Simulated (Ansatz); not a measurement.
The same calculation of KRb2GaF6, space group Fm-3m as a Python script and as an input file (Ansatz 0.2.0 through its Python package).

The script, `bands_krb2gaf6.py`:
```python
"""Bands of KRb2GaF6 along a path through the zone."""

import logging
import sys

import ansatz as az
import numpy as np

logging.basicConfig(stream=sys.stdout, format="%(name)s: %(message)s")
log = logging.getLogger("krb2gaf6")
log.setLevel(logging.INFO)

xtal = (
    az.Lattice.of((0.0, 4.378548, 4.378548), (4.378548, 0.0, 4.378548), (4.378548, 4.378548, 0.0))
    .atom("K", (0.5, 0.5, 0.5))
    .atom("Rb", (0.75, 0.75, 0.75))
    .atom("Rb", (0.25, 0.25, 0.25))
    .atom("Ga", (0.0, 0.0, 0.0))
    .atom("F", (0.783441, 0.216559, 0.783441))
    .atom("F", (0.216559, 0.216559, 0.783441))
    .atom("F", (0.783441, 0.783441, 0.216559))
    .atom("F", (0.783441, 0.216559, 0.216559))
    .atom("F", (0.216559, 0.783441, 0.216559))
    .atom("F", (0.216559, 0.783441, 0.783441))
)

# vertices of the path, as fractions of the reciprocal vectors
path = [
    ("K", (0.375, 0.375, 0.75)),
    ("G", (0.0, 0.0, 0.0)),
    ("L", (0.5, 0.5, 0.5)),
    ("W", (0.5, 0.25, 0.75)),
    ("X", (0.5, 0.0, 0.5)),
]
calculation = (
    xtal.calculation()
    .functional("LDA")
    .pseudopotentials("paw")
    .basis(450)
    .kpoints(density=2.8)
    .occupations("Methfessel-Paxton", width=0.02)  # the run then minimises F = E - TS
    .band_structure([point for _, point in path], intervals=8)  # levels along the path at the converged density
    .scf(extra_bands=10)
)
def show(event):
    row = event["data"]
    if event["event"] == "scf_iter" and row.get("harris_foulkes_ev") is not None:
        log.info(f"  iteration {row['iter']:3d}  Harris-Foulkes {row['harris_foulkes_ev']:.5f} eV  residual {row['dr2_ev']:.2e}")


done = calculation.session().plan().execute(on_event=show)
summary = done.report

log.info("%-22s %14.5f eV" % ("F = E - TS", summary["free_energy_ev"]))
log.info("%-22s %14.5f eV" % ("E", summary["internal_energy_ev"]))
log.info("%-22s %14.5f eV" % ("Harris-Foulkes", summary["harris_foulkes_ev"]))
log.info("%-22s %14.5f eV" % ("Fermi level", summary["fermi_energy_ev"]))

bands = done.band_structure()
fermi = bands.fermi_energy_ev
log.info(f"zero of the bands: {fermi:.3f} eV, the Fermi level found on the SCF mesh")
for spin, channel in enumerate(bands.channels):
    print("channel", spin, "- computed levels within 8 eV of the Fermi level")
    for i, (label, _) in enumerate(path):
        levels = channel.eigenvalues_ev[i * 8] - fermi
        print(f"  {label:3s}", " ".join(f"{e:7.3f}" for e in levels if abs(e) < 8))
```

```console
$ python bands_krb2gaf6.py
krb2gaf6:   iteration   1  Harris-Foulkes -16319.21958 eV  residual 3.44e-01
krb2gaf6:   iteration   2  Harris-Foulkes -16319.12372 eV  residual 1.28e-02
krb2gaf6:   iteration   3  Harris-Foulkes -16319.12014 eV  residual 3.81e-03
krb2gaf6:   iteration   4  Harris-Foulkes -16319.11938 eV  residual 4.19e-04
krb2gaf6:   iteration   5  Harris-Foulkes -16319.11914 eV  residual 2.99e-05
krb2gaf6:   iteration   6  Harris-Foulkes -16319.11928 eV  residual 1.05e-06
krb2gaf6:   iteration   7  Harris-Foulkes -16319.11928 eV  residual 3.39e-08
krb2gaf6: F = E - TS               -16319.11928 eV
krb2gaf6: E                        -16319.11928 eV
krb2gaf6: Harris-Foulkes           -16319.11928 eV
krb2gaf6: Fermi level                   4.59278 eV
krb2gaf6: zero of the bands: 4.593 eV, the Fermi level found on the SCF mesh
channel 0 - computed levels within 8 eV of the Fermi level
  K    -7.379  -5.452  -5.383  -5.286  -4.550  -4.313  -4.216  -3.711  -3.689  -3.661  -3.632  -3.607  -3.571  -3.546  -3.396  -3.212  -3.202  -3.047   5.103   5.873   6.157   6.640   6.975   7.634   7.792   7.869   7.930
  G    -7.555  -5.230  -5.230  -5.230  -4.243  -4.243  -4.243  -3.614  -3.614  -3.559  -3.559  -3.559  -3.405  -3.405  -3.405  -2.993  -2.993  -2.993   2.993   5.995   5.995   6.664   6.664   6.664   6.975   7.458   7.458   7.458
  L    -7.175  -5.646  -5.464  -5.464  -4.448  -4.231  -4.231  -3.892  -3.725  -3.725  -3.503  -3.503  -3.476  -3.340  -3.340  -3.098  -3.098  -3.085   4.835   5.470   7.195   7.195   7.207   7.207   7.270   7.286   7.345   7.345
  W    -7.373  -5.547  -5.290  -5.290  -4.450  -4.450  -4.194  -3.726  -3.663  -3.663  -3.604  -3.596  -3.596  -3.571  -3.408  -3.266  -3.104  -3.104   5.155   6.050   6.050   6.615   7.243   7.243   7.567
  X    -7.477  -5.287  -5.287  -5.281  -4.660  -4.200  -4.200  -3.768  -3.741  -3.703  -3.612  -3.593  -3.593  -3.482  -3.482  -3.260  -3.260  -3.004   5.023   5.573   6.362   6.608   6.828   7.623   7.623
```

`input.yaml`:
```yaml
crystal:
  lattice:
    - [0.0, 4.378548, 4.378548]
    - [4.378548, 0.0, 4.378548]
    - [4.378548, 4.378548, 0.0]
  atoms:
    - { symbol: K, position: [0.5, 0.5, 0.5] }
    - { symbol: Rb, position: [0.75, 0.75, 0.75] }
    - { symbol: Rb, position: [0.25, 0.25, 0.25] }
    - { symbol: Ga, position: [0.0, 0.0, 0.0] }
    - { symbol: F, position: [0.783441, 0.216559, 0.783441] }
    - { symbol: F, position: [0.216559, 0.216559, 0.783441] }
    - { symbol: F, position: [0.783441, 0.783441, 0.216559] }
    - { symbol: F, position: [0.783441, 0.216559, 0.216559] }
    - { symbol: F, position: [0.216559, 0.783441, 0.216559] }
    - { symbol: F, position: [0.216559, 0.783441, 0.783441] }
basis:
  ecutwfc: 450.0
kpoints:
  mp_grid: { kspacing: 0.3571428571429 }
  band_path:
    path:
      - [0.375, 0.375, 0.75]
      - [0.0, 0.0, 0.0]
      - [0.5, 0.5, 0.5]
      - [0.5, 0.25, 0.75]
      - [0.5, 0.0, 0.5]
    npoints: 8
hamiltonian:
  xc: lda
  pseudopotentials: { kind: paw }
scf:
  n_extra_bands: 10
  occupations: { method: methfessel_paxton, width: 0.02 }
```

The program run on that file:
```console
$ ansatz run input.yaml --threads 1 --pin off --max-ram 3072MiB --backend cpu --events-out ev --progress --plain --runs-dir out
scf.n_extra_bands = 10 over 41 filled bands (N_el = 82.0): the run solves 51 bands
Engine: ansatz 0.2.0, aarch64-unknown-linux-gnu
Pseudopotentials: kind: paw
Pseudopotential: K, paw, valence charge 9, recommended cutoff 420 eV (normal), K.paw.azcp
Pseudopotential: Rb, paw, valence charge 9, recommended cutoff 420 eV (normal), Rb.paw.azcp
Pseudopotential: Ga, paw, valence charge 13, recommended cutoff 420 eV (normal), Ga.paw.azcp
Pseudopotential: F, paw, valence charge 7, recommended cutoff 420 eV (normal), F.paw.azcp
Functional definition: SPW92
  exchange = slater_x
  correlation = pw_c
Crystal: 10 atoms, lattice volume = 167.888 Å³
Basis set: ecut = 450 eV, 3695 PW (Γ)
Bands: 51, of which v1, the nominal top of the filled ones, is band 41 counted from 1 (40 counted from 0)
Symmetry: 48 space group operations
Space group: Fm-3m (ITA 225), of the structure as read, at distance tolerance 5.5e-5 Å
k-points: 8 of 64
Non-local potential: K, projectors of the file, l = 0: 3, l = 1: 2, l = 2: 2
Non-local potential: Rb, projectors of the file, l = 0: 3, l = 1: 2, l = 2: 2
Non-local potential: Ga, projectors of the file, l = 0: 2, l = 1: 2, l = 2: 3, l = 3: 1
Non-local potential: F, projectors of the file, l = 0: 2, l = 1: 2, l = 2: 1
PAW form: soft (Blöchl's): semilocal exchange-correlation on the pseudo side does not see the compensation charge
PAW frozen core: K, regenerated for the run's functional, and the local potential with it (the file was generated under x = pbe(κ = 0.804, μ = 0.2195149727645171), c = pbe(β = 0.06672455060314922))
PAW frozen core: Rb, regenerated for the run's functional, and the local potential with it (the file was generated under x = pbe(κ = 0.804, μ = 0.2195149727645171), c = pbe(β = 0.06672455060314922))
PAW frozen core: Ga, regenerated for the run's functional, and the local potential with it (the file was generated under x = pbe(κ = 0.804, μ = 0.2195149727645171), c = pbe(β = 0.06672455060314922))
PAW frozen core: F, regenerated for the run's functional, and the local potential with it (the file was generated under x = pbe(κ = 0.804, μ = 0.2195149727645171), c = pbe(β = 0.06672455060314922))
PAW one-centre angular grid: K, 110 points (default); XC on 64 Gauss nodes
PAW one-centre angular grid: Rb, 110 points (default); XC on 64 Gauss nodes
PAW one-centre angular grid: Ga, 590 points (default); XC on 64 Gauss nodes
PAW one-centre angular grid: F, 110 points (default); XC on 64 Gauss nodes
Initial density: superposition of atomic densities (neutral atoms: chi_scale 0, normalization atom), corrected by the library's trained network
Initial wavefunctions: pseudopotential atomic-orbital guess
Functional: x = slater, c = lda
SCF iter   1: F=—  HF=-16319.219575 eV  |F-HF|=—  |Δ(HF+E_count)|=         —  Δρ=1.68e-2  dr2=3.44e-1  ethr=1.77e-3  ⟨swp⟩=7.1  Hψ=1687  notcnv=0
preconditioner: auto → Resta (q_TF=auto, 2.421 Å⁻¹)  ε∞=3.2  [insulator: Δε(μ)=5.710 eV  Ē_g=17.674 eV  σ=0.020 eV  W_gap=1.00  n_scr=50 (ndim 8)  ℏωp=26.0 eV  f_vac=0.103  D(μ)=0.00/eV (n_scr^D=0)  ε∞_Penn≈3.2]
SCF iter   2: F=—  HF=-16319.123720 eV  |F-HF|=—  |Δ(HF+E_count)|=   9.59e-2  S|Δr|=    0.00e0  Δρ=5.07e-3  dr2=1.28e-2  ethr=4.20e-4  ⟨swp⟩=2.8  Hψ=806  notcnv=0  defer=36
SCF iter   3: F=—  HF=-16319.120139 eV  |F-HF|=—  |Δ(HF+E_count)|=   3.58e-3  S|Δr|=    0.00e0  Δρ=2.04e-3  dr2=3.81e-3  ethr=1.56e-5  ⟨swp⟩=2.1  Hψ=655  notcnv=0  defer=36
SCF iter   4: F=—  HF=-16319.119384 eV  |F-HF|=—  |Δ(HF+E_count)|=   7.55e-4  S|Δr|=    0.00e0  Δρ=6.79e-4  dr2=4.19e-4  ethr=4.65e-6  ⟨swp⟩=2.1  Hψ=487  notcnv=0  defer=36
SCF iter   5: F=—  HF=-16319.119144 eV  |F-HF|=—  |Δ(HF+E_count)|=   2.40e-4  S|Δr|=    0.00e0  Δρ=1.38e-4  dr2=2.99e-5  ethr=5.11e-7  ⟨swp⟩=2.0  Hψ=592  notcnv=0  defer=36
SCF iter   6: F=—  HF=-16319.119281 eV  |F-HF|=—  |Δ(HF+E_count)|=   1.38e-4  S|Δr|=    0.00e0  Δρ=2.51e-5  dr2=1.05e-6  ethr=3.64e-8  ⟨swp⟩=2.1  Hψ=703  notcnv=0  defer=36
SCF iter   7: F=-16319.119282 eV  HF=-16319.119282 eV  |F-HF|=6.01e-9  |Δ(HF+E_count)|=   4.98e-7  S|Δr|=    0.00e0  Δρ=3.72e-6  dr2=3.39e-8  ethr=1.22e-10  ⟨swp⟩=9.1  Hψ=1696  notcnv=0
SCF 1 converged in 7 iterations: F = -16319.119282 eV  dr2 = 3.39e-8
  greatest PAW one-centre occupation: 0.999 electrons in one spin orbital (limit 2), on the Ga atom at site 3 (counted from 0), in its partial waves of l = 2
NSCF: frozen V_eff on 33 k-points
SCF converged after 7 iterations
Stability not checked: this state was not tested for a lower state beside it, because cold or Methfessel-Paxton smearing, or corrected tetrahedra, fill the levels in a way that the test cannot read (fill_not_monotonic; see scf.lower_state_search)
Free energy (F): -16319.119282 eV
Harris-Foulkes:  -16319.119282 eV  (|F-HF|=6.01e-9)
Internal energy: -16319.119282 eV  (E = F + TS)
E sigma→0 (E₀):  -16319.119282 eV
Fermi energy:    4.592785 eV
Step filling:    the computed levels leave a gap of 5.9853 eV = 299.3 smearing widths at the electron count; against every level under it full and every level over it empty, smearing changes F+E_penalty+E_count by +0.00e0 meV and its σ→0 estimate by +0.00e0 meV
--- Per-component energies (eV) ---
  E_band       = -520.897447
  E_kinetic    = 1987.499917
  E_local      = -8086.900910  (includes V_loc(G=0)·N_el)
  E_nonlocal   = 1263.539023
  E_hartree    = 3181.963425
  E_xc         = -926.921030
  E_vxc        = -1100.023120  (∫ρ·V_xc dr)
  E_paw        = -8841.052212  (= ΣΔE_a)
  E_vpaw       = -948.957649  (= ΣTr[D̂ρ^β])
  E_aug_tail   = 0.011337  (compensation charges beyond the density's cutoff)
  E_ewald      = -4900.466841
  E_core_change = 3.208009  (= ΣΔE_core)
  E_smearing   = -0.000000  (= −TS)
  E_closure    = -0.000000  (closes the sum)
  Σ components = -16319.119282   (vs F -16319.119282, Δ=0.00e0)
--- Band table (eV; the first three rows and the last of 8) ---
  k-point 0: bands = ["-23.3001", "-21.0222", "-20.9722", "-18.1394", "-17.6263", "-17.6263", "-17.6263", "-17.5204", "-17.5204", "-9.0692", "-9.0692", "-9.0692", "-8.9933", "-8.9933", "-7.1333", "-7.1333", "-7.1333", "-5.3006", "-5.3006", "-5.3006", "-5.0718", "-5.0718", "-5.0718", "-2.9619", "-0.6374", "-0.6374", "-0.6374", "0.3503", "0.3503", "0.3503", "0.9790", "0.9790", "1.0334", "1.0334", "1.0334", "1.1880", "1.1880", "1.1880", "1.6001", "1.6001", "1.6001", "7.5854", "10.5879", "10.5879", "11.2572", "11.2572", "11.2572", "11.5676", "12.0511", "12.0511", "12.0511"]
  k-point 1: bands = ["-23.2989", "-21.0128", "-20.9773", "-18.1700", "-17.6159", "-17.6159", "-17.6078", "-17.5320", "-17.5320", "-9.0685", "-9.0685", "-9.0675", "-9.0139", "-9.0139", "-7.1567", "-7.0893", "-7.0893", "-5.2518", "-5.2518", "-5.2026", "-5.0881", "-5.0881", "-5.0616", "-2.7856", "-0.8263", "-0.7597", "-0.7597", "0.2434", "0.3554", "0.3554", "0.9383", "0.9497", "0.9497", "1.0484", "1.0484", "1.0712", "1.2177", "1.2177", "1.5424", "1.5424", "1.5580", "8.2575", "10.9432", "10.9745", "10.9745", "11.5721", "11.5721", "11.7033", "11.9579", "12.0649", "12.0649"]
  k-point 2: bands = ["-23.2977", "-20.9938", "-20.9919", "-18.1991", "-17.6013", "-17.6013", "-17.5908", "-17.5477", "-17.5477", "-9.0680", "-9.0680", "-9.0657", "-9.0336", "-9.0336", "-7.1817", "-7.0456", "-7.0456", "-5.1641", "-5.1641", "-5.1429", "-5.1429", "-5.0852", "-5.0581", "-2.5822", "-1.0537", "-0.8709", "-0.8709", "0.1450", "0.3616", "0.3616", "0.7010", "0.8678", "0.8678", "1.0898", "1.0898", "1.1171", "1.2532", "1.2532", "1.4947", "1.4947", "1.5078", "9.4277", "10.0627", "11.7880", "11.7880", "11.8002", "11.8002", "11.8633", "11.8783", "11.9376", "11.9376"]
  k-point 7: bands = ["-23.2971", "-20.9912", "-20.9912", "-18.1940", "-17.6263", "-17.6263", "-17.6025", "-17.5369", "-17.5161", "-9.0664", "-9.0662", "-9.0662", "-9.0208", "-8.9976", "-7.1141", "-7.1141", "-7.0964", "-5.2000", "-5.1491", "-5.1218", "-5.1218", "-5.0188", "-5.0099", "-2.7802", "-0.9542", "-0.6977", "-0.6977", "0.1426", "0.1426", "0.3988", "0.8670", "0.9299", "0.9299", "0.9891", "0.9966", "0.9966", "1.0216", "1.1848", "1.3270", "1.4892", "1.4892", "9.7483", "10.6431", "10.6431", "11.2083", "11.8360", "11.8360", "12.1597", "12.7224", "12.7318", "12.7318"]
```

Total energies depend on the potentials; only differences at equal settings carry meaning. A total without «per atom» is that of the cell as typed. An absolute Fermi energy rests on an arbitrary zero of the periodic potential and has no direct meaning. In a crystal with a gap the Fermi level's place inside it depends on smearing and mesh. This cell is a computed structure, which may not be the phase found in nature. Gaps and levels are Kohn-Sham values on a finite set of k-points, without spin-orbit coupling. Wall time of the script: 12 s on 1 thread of Arm Neoverse V1, on a shared host, peak memory 0.51 GiB.

(Lines on the test bed's own set-up are left out of the output.)
